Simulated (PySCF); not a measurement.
# ScSe₂: relaxation and vibrations of the quartet

The task is one start of a wider search on ScSe₂: the quartet, built as side-on. It is relaxed, tested by its Hessian and followed downhill if it is a saddle.

Program: PySCF 2.14.0. Level of theory: B3LYP, basis Sc def2-SVP, Se def2-SVP, no relativity, density fitting. These are calculated values, not measurements.

### 1 Starting geometry

3 atoms, charge 0, spin multiplicity 4.

Bond lengths: Sc1–Se2 2.719 Å, Sc1–Se3 2.719 Å, Se2–Se3 2.340 Å. Angles: Se2–Sc1–Se3 51.0°, Sc1–Se2–Se3 64.5°, Sc1–Se3–Se2 64.5°.

```xyz
3
charge 0 multiplicity 4
Sc    0.0000    0.0000    0.0000
Se    1.1700    0.0000    2.4546
Se   -1.1700    0.0000    2.4546
```

### 2 First SCF at the start

One driver script runs all steps and calls PySCF; scf.py shows how it sets up the SCF of each step. The optimiser is the driver's own. After this first run the driver tries any further starts and a stability analysis.

scf.py reads:

```python
from pyscf import gto, scf, dft
mol = gto.M(atom='''
Sc     0.000000     0.000000     0.000000
Se     1.170000     0.000000     2.454600
Se    -1.170000     0.000000     2.454600''',
    basis={'Sc': 'def2-SVP', 'Se': 'def2-SVP'},
    charge=0, spin=3)
mf = dft.UKS(mol, xc='B3LYP')
mf.grids.atom_grid = (50, 194)
aux = {'Sc': 'def2-universal-JKFIT', 'Se': 'def2-universal-JKFIT'}
mf = mf.density_fit(auxbasis=aux)
mf.conv_tol = 1e-08
mf.diis_space = 10
mf.max_cycle = 60
mf.init_guess = 'minao'
mf.verbose = 4
mf.kernel()
```

The run is started by

```sh
> OMP_NUM_THREADS=2 python axn.py task.json out
```

After this run come: Relaxation: side-on start, quartet; Vibrations and properties at this point.

Q: Predict the outcome of this session. Wanted: minimum; geometry; wavenumbers; dipole moment; highest occupied, lowest empty level; polar-tensor charge of Sc1; zero-point energy; atomisation energy; ⟨S²⟩.

**Answer**, as computed:

| quantity | value |
| --- | --- |
| minimum | quartet, C2v |
| geometry | Sc–Se 2.735 Å (×2), Se–Se 2.298 Å; Sc–Se–Se 65.2° (×2), Se–Sc–Se 49.7° |
| wavenumbers (cm⁻¹) | 110 (b2), 243 (a1), 326 (a1) |
| dipole moment | 2.60 D |
| highest occupied, lowest empty level (either spin) | -4.00, -3.86 eV |
| polar-tensor charge of Sc1 | +0.33 e |
| zero-point energy | 4.1 kJ/mol |
| entropy at 298.15 K | 325.8 J/(mol K) |
| atomisation energy (no zero-point energy) | 578 kJ/mol |
| ⟨S²⟩ | 3.753 |

The molecule stays C2v, as typed, and the end point is a minimum. In the infrared the band at 243 cm⁻¹ (a1) leads. Most of the spin sits on Sc1 (Mulliken spin 1.98, against 3 for the whole molecule). Only this shape and spin were tried, so other structures or states may lie lower. Open d and f shells are described by one determinant, and the ground state may have another occupation or spin.
